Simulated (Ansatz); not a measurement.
H3NSSn, SMILES [NH2][Sn][SH], a rigid scan of one bond length

Computed with Ansatz 0.2.0, Python API.

The script reads `h3nssn.xyz`:
```text
6

N    -1.22420    0.22620   -0.84880
Sn    0.32750   -0.82120   -0.16430
S     1.14330    0.20350    1.84230
H    -0.84230    1.24190   -1.06910
H    -1.54440   -0.15720   -1.79390
H     2.18210   -0.75710    1.98760
```

Script `scan_h3nssn.py`:
```python
import warnings

import ansatz as az
import numpy as np

warnings.simplefilter("ignore", az.DeckWarning)

molecule = az.Crystal.molecule_from_extxyz("h3nssn.xyz")

symbols = [site.symbol for site in molecule.cartesian_sites]
start = np.array([site.position_ang for site in molecule.cartesian_sites])
axis = (start[3] - start[0]) / np.linalg.norm(start[3] - start[0])
moving = [3]
lengths, energies = [0.94, 1.02, 1.11, 1.22, 1.38, 1.66, 1.99, 2.44], []
for length in lengths:
    xyz = start.copy()
    xyz[moving] += (length - np.linalg.norm(start[3] - start[0])) * axis
    point = az.Crystal.molecule()
    for symbol, place in zip(symbols, xyz):
        point = point.atom(symbol, place.tolist())
    setup = point.calculation().basis(gaussian="def2-SVP").functional("r2scan").spin("collinear")
    rep = setup.run(threads=1).report
    energies.append(rep["free_energy_ev"])
    print(f"r = {length:6.3f} A  E = {energies[-1]:.5f} eV  <S^2> = {abs(rep['mean_field']['state']['spin_squared']):.3f}")

print("energy above the lowest point (eV):", [round(e - min(energies), 3) for e in energies])
```

Running `python scan_h3nssn.py` prints:
```text
r =  0.940 A  E = -18202.17245 eV  <S^2> = 0.000
r =  1.020 A  E = -18202.36484 eV  <S^2> = 0.000
r =  1.110 A  E = -18202.24434 eV  <S^2> = 0.000
r =  1.220 A  E = -18201.83582 eV  <S^2> = 0.000
r =  1.380 A  E = -18201.03554 eV  <S^2> = 0.000
r =  1.660 A  E = -18199.62262 eV  <S^2> = 0.000
r =  1.990 A  E = -18198.49411 eV  <S^2> = 0.508
r =  2.440 A  E = -18197.99099 eV  <S^2> = 0.896
energy above the lowest point (eV): [0.192, 0.0, 0.12, 0.529, 1.329, 2.742, 3.871, 4.374]
```

Total energies depend on the basis set; only differences at equal settings carry meaning. The rest of the molecule is held rigid at a force-field or estimated start geometry, and the basis set is modest; single-reference methods fail as a bond breaks. def2 sets replace the cores of elements past krypton by effective core potentials. The expectation value of S² is noticeably off S(S+1) in at least one run, so that state is spin-contaminated. Hardware and time: 93 s on 1 thread of Arm Neoverse V1 (shared host), peak memory 0.26 GiB.
